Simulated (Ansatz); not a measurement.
# InPH6 (SMILES [PH3+][InH3-]): PBE-QIDH/def2-SVP (core potential)

What is the vertical ionisation energy of InPH6 at PBE-QIDH/def2-SVP (core potential)? 

The results are computed with Ansatz 0.2.0.

50 further runs of the same task are left out: 3 that didn't finish, 47 set aside as unsound or not needed.

## 1. The structure to begin with

InPH6: 8 atoms, total charge 0, spin state singlet. As SMILES, `[PH3+][InH3-]`. The coordinates come from a PBE0-D4/def2-TZVP relaxation.

Bond lengths: P1–In2 2.782 Å, P1–H3 1.411 Å, P1–H4 1.411 Å, P1–H5 1.411 Å, In2–H6 1.731 Å, In2–H7 1.731 Å, In2–H8 1.731 Å. Some angles: P1–In2–H6 95.3°, P1–In2–H7 95.1°, P1–In2–H8 95.2°, In2–P1–H3 119.8°, In2–P1–H4 119.6°, In2–P1–H5 119.7°, H6–In2–H7 119.2°, H6–In2–H8 119.2°, H7–In2–H8 119.2°, H3–P1–H4 97.6°.

## 2. The energy at PBE-QIDH/def2-SVP (core potential)

in.yaml

```yaml
crystal:
  periodic: [false, false, false]
  atoms:
    - {symbol: P, position_ang: [-0.593300, 0.062600, -1.026600]}
    - {symbol: In, position_ang: [0.822000, -0.099900, 1.362800]}
    - {symbol: H, position_ang: [-1.997500, -0.077200, -1.021800]}
    - {symbol: H, position_ang: [-0.318900, -0.855700, -2.062100]}
    - {symbol: H, position_ang: [-0.526800, 1.240500, -1.800800]}
    - {symbol: H, position_ang: [0.023300, 1.240800, 2.111900]}
    - {symbol: H, position_ang: [2.376100, 0.140700, 0.638900]}
    - {symbol: H, position_ang: [0.307400, -1.708800, 1.741800]}
basis:
  gaussian:
    orbitals: def2-SVP
output: {orbitals: {seedname: orbitals}}
hamiltonian:
  xc: {name: PBE-QIDH}
accuracy: high
correlation:
  frozen_orbitals: {H: 0, In: 4, P: 5}
```

Started as:

```console
$ ansatz run in.yaml --threads 1 --pin off --max-ram 3480MiB --events-out events.jsonl --progress --plain --runs-dir runs
```

Standard output:

```text
Warning: RAYON_NUM_THREADS=1 ignored (pool sized by the plan → 1); use --threads N
Functional definition: PBE-QIDH
  name "PBE-QIDH"
  parameter a = 3^(-1/3)
  parameter c = 1/3
  exchange = (1 - a)*pbe_x + a*exact_x
  correlation = (1 - c)*pbe_c + c*(mp2_os + mp2_ss)
1767 factors; integrals over basis functions are off by at most 4.0e-9 eV
mean field evaluation 1: about -14539.0301 eV, gradient 9.9e0 eV
mean field evaluation 2: about -14539.0721 eV, gradient 9.9e0 eV
mean field evaluation 4: about -14539.5854 eV, gradient 6.8e-1 eV
mean field evaluation 8: about -14539.5869 eV, gradient 4.9e-3 eV
mean field evaluation 16: about -14539.5869 eV, gradient 7.1e-7 eV
mean field -14539.58685436 eV, -534.3199616119 hartree, gradient 8.8e-8 eV, S^2 0.000000; 0 other end points of the search recorded, 0 dependent functions left out
9 core orbitals not correlated: weight in the atoms' cores, before any rotation towards them, 1.000 or more for the frozen orbitals, at most 0.000 for the correlated occupied ones
reference -14539.58685573 eV, -534.3199616620 hartree; 12, 12 occupied and 53, 53 virtual orbitals, 1767 factors
second order -7.56730746 eV of doubles, -0.00000000 eV of singles
Total energy: -14542.10929155 eV, -534.4126594686 hartree
```

It took 11 s on 1 thread of Intel Xeon Platinum 8488C (Sapphire Rapids), shared host; peak memory 0.25 GiB.

## 3. The doublet cation

input.yaml

```yaml
crystal:
  periodic: [false, false, false]
  atoms:
    - {symbol: P, position_ang: [-0.593300, 0.062600, -1.026600]}
    - {symbol: In, position_ang: [0.822000, -0.099900, 1.362800]}
    - {symbol: H, position_ang: [-1.997500, -0.077200, -1.021800]}
    - {symbol: H, position_ang: [-0.318900, -0.855700, -2.062100]}
    - {symbol: H, position_ang: [-0.526800, 1.240500, -1.800800]}
    - {symbol: H, position_ang: [0.023300, 1.240800, 2.111900]}
    - {symbol: H, position_ang: [2.376100, 0.140700, 0.638900]}
    - {symbol: H, position_ang: [0.307400, -1.708800, 1.741800]}
basis:
  gaussian: {orbitals: def2-SVP}
magnetization: {spin_polarized: true, initial_magnetization: 1}
total_charge: 1
hamiltonian: {xc: {name: PBE-QIDH}}
accuracy: high
output: {orbitals: {seedname: orbitals}}
correlation: {frozen_orbitals: {H: 0, In: 4, P: 5}}
```

Started as:

```console
$ ansatz run input.yaml --threads 1 --pin off --max-ram 3480MiB --events-out events.jsonl --progress --plain --runs-dir runs
```

Standard output, shortened:

```text
Warning: RAYON_NUM_THREADS=1 ignored (pool sized by the plan → 1); use --threads N
[... 2 set-up lines as earlier in the session ...]
[...]
1767 factors; integrals over basis functions are off by at most 4.0e-9 eV
[...]
mean field -14529.94521730 eV, -533.9656379852 hartree, gradient 3.4e-8 eV, S^2 0.816506; 2 other end points of the search recorded, 0 dependent functions left out
9 core orbitals not correlated: weight in the atoms' cores, before any rotation towards them, 1.000 or more for the frozen orbitals, at most 0.000 for the correlated occupied ones
reference -14529.94521869 eV, -533.9656380364 hartree; 12, 11 occupied and 53, 54 virtual orbitals, 1767 factors
second order -6.98780550 eV of doubles, -0.00000000 eV of singles
Total energy: -14532.27448719 eV, -534.0512370749 hartree
```

It took 45 s on 1 thread of Intel Xeon Platinum 8488C (Sapphire Rapids), shared host; peak memory 0.38 GiB.

## 4. What came out

Level: PBE-QIDH/def2-SVP (core potential), 9 core orbitals frozen.

```
                                                                quantity          value
                                             singlet InPH6: total energy  -534.41266 Eh
                        singlet InPH6: HOMO energy (SCF part's orbitals)       -9.38 eV
                        singlet InPH6: LUMO energy (SCF part's orbitals)        1.19 eV
                      singlet InPH6: HOMO–LUMO gap (SCF part's orbitals)       10.58 eV
                                            doublet cation: total energy  -534.05124 Eh
doublet cation: HOMO energy (SCF part's orbitals) (highest over α and β)      -14.72 eV
 doublet cation: LUMO energy (SCF part's orbitals) (lowest over α and β)       -9.87 eV
                                                    doublet cation: ⟨S²⟩          0.817
                      vertical ionisation energy (to the doublet cation)       9.835 eV
```

**Reading.** The vertical ionisation energy comes to 9.83 eV (227 kcal/mol). −ε(HOMO) before ionisation, 9.38 eV, is 0.45 eV below this ionisation energy.
